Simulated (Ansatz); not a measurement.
**BClH₅NOSi: up Jacob's ladder to CCSD(T)**

The task here is to estimate one member of a computed series from the others.

Method: functionals in def2-TZVPP, the program's frozen cores in correlated methods; program: Ansatz 0.2.0, Gaussian basis.

Plan: PBE-D4, r2SCAN-D4, PBE0-D4, B3LYP-D4, ωB97X-V, ωB97M-V, B2PLYP; CCSD(T)/def2-TZVPP; MP2/def2-QZVPP; extrapolation to the limit.

## The relaxed structure

All runs share one geometry, relaxed beforehand with PBE0-D4 in a triple-zeta def2 set.

10 atoms, charge 0, spin multiplicity 1.

Atoms are counted from 1 here; the program's logs count them from 0.

Bond lengths: B1–Si2 1.934 Å, B1–N3 1.661 Å, B1–H6 1.196 Å, B1–H7 1.195 Å, Si2–N3 1.851 Å, Si2–O4 1.634 Å, Si2–Cl5 2.066 Å, N3–H8 1.011 Å, N3–H9 1.011 Å, O4–H10 0.960 Å. Angles: Si2–B1–N3 61.4°, Si2–B1–H6 117.3°, Si2–B1–H7 118.0°, N3–B1–H6 112.0°, N3–B1–H7 112.4°, H6–B1–H7 120.5°, B1–Si2–N3 52.0°, B1–Si2–O4 126.4°, B1–Si2–Cl5 125.2°, N3–Si2–O4 110.2°, N3–Si2–Cl5 105.4°, O4–Si2–Cl5 107.8°, B1–N3–Si2 66.6°, B1–N3–H8 116.4°, B1–N3–H9 115.5°, Si2–N3–H8 121.1°, Si2–N3–H9 119.7°, H8–N3–H9 110.8° and more.

Set-up of the first run:

in.yaml

```yaml
crystal:
  periodic: [false, false, false]
  atoms:
    - {symbol: B, position_ang: [-0.535957, 0.578973, 1.159135]}
    - {symbol: Si, position_ang: [-0.061637, 0.502398, -0.714523]}
    - {symbol: N, position_ang: [0.031082, -0.854807, 0.540424]}
    - {symbol: O, position_ang: [1.416509, 0.783355, -1.352844]}
    - {symbol: Cl, position_ang: [-1.272347, -0.225979, -2.221346]}
    - {symbol: H, position_ang: [0.250481, 1.088033, 1.903206]}
    - {symbol: H, position_ang: [-1.694702, 0.523592, 1.447454]}
    - {symbol: H, position_ang: [-0.621742, -1.626477, 0.523263]}
    - {symbol: H, position_ang: [0.932094, -1.153349, 0.889341]}
    - {symbol: H, position_ang: [1.639418, 0.333162, -2.171108]}
basis:
  gaussian: {orbitals: def2-TZVPP}
hamiltonian: {xc: pbe, dispersion: d4}
output: {forces: true, orbitals: {seedname: orbitals}}
```

On the command line:

```
> ansatz run in.yaml --threads 4 --pin off --events-out ev --progress --plain --max-ram 10444MiB
```

Steps of the session up to this table: PBE-D4 (GGA); r2SCAN-D4 (meta-GGA); PBE0-D4 (hybrid); B3LYP-D4 (hybrid); ωB97X-V (range-separated); ωB97M-V (range-separated); B2PLYP (double hybrid); CCSD(T) in def2-TZVPP; MP2 in def2-QZVPP.

One table of the session follows, with a row left open; its other results are not shown here.

It belongs to the step «Atomisation energies». 

| method | atomisation energy (kJ/mol) |
| --- | --- |
| PBE-D4 | 3619.4 |
| r2SCAN-D4 | 3565.7 |
| PBE0-D4 | 3548.0 |
| B3LYP-D4 | 3543.7 |
| ωB97X-V | 3566.1 |
| ωB97M-V | 3575.4 |
| B2PLYP | 3503.5 |
| HF/def2-TZVPP | 2509.2 |
| MP2/def2-TZVPP | ? |
| CCSD/def2-TZVPP | 3377.0 |
| CCSD(T)/def2-TZVPP | 3436.7 |
| MP2/CBS | 3626.9 |
| CCSD(T)/CBS | 3546.7 |

Estimate the missing values for MP2/def2-TZVPP.

The run gave: atomisation energy (kJ/mol): 3516.9. In the column «atomisation energy (kJ/mol)» it lies between B2PLYP (3503.5) and B3LYP-D4 (3543.7).

Caveats from the session: Free atoms (1 B, 1 Si, 1 N, 1 O, 1 Cl, 5 H) were run apart at each level; the atomisation energy is their sum less the molecule, without zero-point or spin-orbit terms.
